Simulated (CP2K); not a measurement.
**CH3FOSi (SMILES O=C[SiH2]F): PM6**

We compute energy and forces of CH3FOSi. 

The calculation is run with CP2K 2026.2.

3 further runs of the same task are left out: 1 that didn't finish, 2 set aside as unsound or not needed.

**1. The system as given**

CH3FOSi: 7 atoms, total charge 0, spin state singlet. SMILES: `O=C[SiH2]F`. Geometry: relaxed at GFN2-xTB. This is one conformer, not always the lowest.

Bond lengths: O1–C2 1.204 Å, C2–Si3 1.919 Å, Si3–F4 1.612 Å, C2–H5 1.114 Å, Si3–H6 1.451 Å, Si3–H7 1.451 Å. Angles: O1–C2–Si3 124.8°, C2–Si3–F4 103.3°, O1–C2–H5 119.0°, Si3–C2–H5 116.2°, C2–Si3–H6 111.6°, C2–Si3–H7 111.7°, F4–Si3–H6 106.4°, F4–Si3–H7 106.5°, H6–Si3–H7 116.3°.

**2. Energy and gradient at PM6**

Contents of molecule.pdb:

```
HETATM    1 O    MOL A   1       0.598  -1.848   0.814  1.00  0.00           O
HETATM    2 C    MOL A   1       0.182  -1.120  -0.050  1.00  0.00           C
HETATM    3 Si   MOL A   1      -0.091   0.769   0.146  1.00  0.00          SI
HETATM    4 F    MOL A   1      -0.612   1.221  -1.311  1.00  0.00           F
HETATM    5 H    MOL A   1      -0.068  -1.552  -1.046  1.00  0.00           H
HETATM    6 H    MOL A   1      -1.168   1.059   1.074  1.00  0.00           H
HETATM    7 H    MOL A   1       1.158   1.471   0.373  1.00  0.00           H
END
```

Contents of gas.inp:

```
&FORCE_EVAL
    METHOD Quickstep
    &DFT
        CHARGE 0
        MULTIPLICITY 1
        ! Quickstep
        &QS
            METHOD PM6
            EPS_DEFAULT 1.0E-10
            &SE
                &COULOMB
                    CUTOFF [angstrom] 50
                    RC_RANGE [angstrom] 0
                &END COULOMB
                &EXCHANGE
                    CUTOFF [angstrom] 50
                    RC_RANGE [angstrom] 0
                &END EXCHANGE
            &END SE
        &END QS
        &POISSON
            PERIODIC NONE
            POISSON_SOLVER ANALYTIC
        &END POISSON
        &SCF
            SCF_GUESS ATOMIC
            EPS_SCF 1.0E-07
            MAX_SCF 100
            LEVEL_SHIFT 0.3
            MAX_DIIS 2
            &DIAGONALIZATION
                ALGORITHM STANDARD
            &END DIAGONALIZATION
            &MIXING
                METHOD DIRECT_P_MIXING
                ALPHA 0.4
            &END MIXING
        &END SCF
        &PRINT
            &MOMENTS
                PERIODIC F
                REFERENCE COM
                MAX_MOMENT 1
            &END MOMENTS
            &MO ON
                ENERGIES T
                OCCUPATION_NUMBERS T
                NDIGITS 6
                &EACH
                    QS_SCF 0
                &END EACH
                ADD_LAST NUMERIC
            &END MO
            &HIRSHFELD OFF
            &END HIRSHFELD
        &END PRINT
    &END DFT
    &SUBSYS
        &CELL
            ABC [angstrom] 10.3 11.3 10.4
            PERIODIC NONE
        &END CELL
        &TOPOLOGY
            COORD_FILE_NAME molecule.pdb
            COORD_FILE_FORMAT PDB
            CONN_FILE_FORMAT OFF
            &CENTER_COORDINATES
            &END CENTER_COORDINATES
        &END TOPOLOGY
    &END SUBSYS
    &PRINT
        &FORCES ON
        &END FORCES
    &END PRINT
&END FORCE_EVAL

&GLOBAL
    PROJECT gas
    RUN_TYPE ENERGY_FORCE
    PRINT_LEVEL MEDIUM
&END GLOBAL
```

Started as:

```console
$ OMP_NUM_THREADS=1 cp2k.psmp -i gas.inp > gas.out 2>&1
```

Q: Predict the results. Wanted: total energy; dipole moment; HOMO energy; LUMO energy; HOMO–LUMO gap; heat of formation at this unrelaxed shape; largest force on an atom.

Computed results:

Level: PM6.

| quantity | value |
| --- | --- |
| total energy | -36.73660 Eh |
| dipole moment | 1.74 D |
| HOMO energy | -9.14 eV |
| LUMO energy | -0.63 eV |
| HOMO–LUMO gap | 8.51 eV |
| heat of formation at this unrelaxed shape | -108.6 kcal/mol |
| largest force on an atom | 1.307 eV/Å |

**Reading.** The largest force is 1.31 eV/Å: the shape isn't a stationary point for this species at this level.
